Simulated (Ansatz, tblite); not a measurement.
**GeHMe2Br (C2H7BrGe): removing an electron**

The task here is to estimate one member of a computed series from the others.

Method: as each input shows; program: Ansatz 0.2.0, Gaussian basis.

The runs, in order: charge +1 doublet, at the geometry of the singlet (PBE0-D4/def2-TZVP, PBE-D4/def2-TZVP, r2SCAN-D4/def2-TZVP, CCSD(T)/def2-SVP); charge +1 doublet, relaxed (PBE0-D4/def2-TZVP, PBE-D4/def2-TZVP); the starting singlet's energies come from earlier runs.

## The geometry

The geometry is that of the singlet, from an earlier relaxation (B3LYP-D4/def2-SVP).

11 atoms, charge 0, spin multiplicity 1.

Atoms are counted from 1 here; the program's logs count them from 0.

Bond lengths: Ge1–H2 1.544 Å, Ge1–C3 1.958 Å, Ge1–C7 1.958 Å, Ge1–Br11 2.352 Å, C3–H4 1.099 Å, C3–H5 1.102 Å, C3–H6 1.100 Å, C7–H8 1.099 Å, C7–H9 1.100 Å, C7–H10 1.102 Å. Angles: H2–Ge1–C3 111.8°, H2–Ge1–C7 111.9°, H2–Ge1–Br11 105.9°, C3–Ge1–C7 112.6°, C3–Ge1–Br11 107.1°, C7–Ge1–Br11 107.1°, Ge1–C3–H4 110.3°, Ge1–C3–H5 109.8°, Ge1–C3–H6 109.8°, H4–C3–H5 109.0°, H4–C3–H6 108.9°, H5–C3–H6 109.0°, Ge1–C7–H8 110.3°, Ge1–C7–H9 109.8°, Ge1–C7–H10 109.8°, H8–C7–H9 108.9°, H8–C7–H10 109.0°, H9–C7–H10 109.0°.

Set-up of the first run:

File in.yaml:

```yaml
crystal:
  periodic: [false, false, false]
  atoms:
    - {symbol: Ge, position_ang: [-0.253830, -0.432171, 0.490688]}
    - {symbol: H, position_ang: [-0.307492, -0.528832, 2.030659]}
    - {symbol: C, position_ang: [1.582606, -0.521968, -0.181242]}
    - {symbol: H, position_ang: [2.067026, -1.450037, 0.154264]}
    - {symbol: H, position_ang: [2.159673, 0.338502, 0.193272]}
    - {symbol: H, position_ang: [1.579345, -0.499856, -1.280820]}
    - {symbol: C, position_ang: [-1.224265, 1.131512, -0.176395]}
    - {symbol: H, position_ang: [-2.265263, 1.114597, 0.176583]}
    - {symbol: H, position_ang: [-1.221629, 1.130930, -1.276194]}
    - {symbol: H, position_ang: [-0.739458, 2.053169, 0.183074]}
    - {symbol: Br, position_ang: [-1.376723, -2.335854, -0.313888]}
basis:
  gaussian: {orbitals: def2-SVP}
total_charge: 1
magnetization: {spin_polarized: true, initial_magnetization: 1}
hamiltonian: {xc: pbe0, dispersion: d4}
output: {orbitals: {seedname: orbitals}}
```

Started as:

```sh
$ ansatz run in.yaml --threads 4 --pin off --events-out ev --progress --plain --max-ram 3916MiB
```

Among the steps run: Charge +1 doublet at the fixed geometry, first pass, PBE0-D4/def2-SVP; Charge +1 doublet at the fixed geometry, PBE0-D4/def2-TZVP; Charge +1 doublet at the fixed geometry, PBE-D4/def2-TZVP; Charge +1 doublet at the fixed geometry, r2SCAN-D4/def2-TZVP; Charge +1 doublet at the fixed geometry, CCSD(T)/def2-SVP.

One table of the session follows, with a row left open; its other results are not shown here.

It belongs to the step «Vertical ionisation energy». 

| method | vertical ionisation energy (eV) |
| --- | --- |
| HF/def2-SVP | 9.40 |
| PBE-D4/def2-TZVP | 9.62 |
| r2SCAN-D4/def2-TZVP | ? |
| PBE0-D4/def2-TZVP | 9.94 |
| MP2/def2-SVP | 10.13 |
| CCSD/def2-SVP | 9.94 |
| CCSD(T)/def2-SVP | 9.92 |

**Question.** Estimate the row for r2SCAN-D4/def2-TZVP.

As computed: vertical ionisation energy (eV): 9.80. In the column «vertical ionisation energy (eV)» it lies between PBE-D4/def2-TZVP (9.62) and CCSD(T)/def2-SVP (9.92).
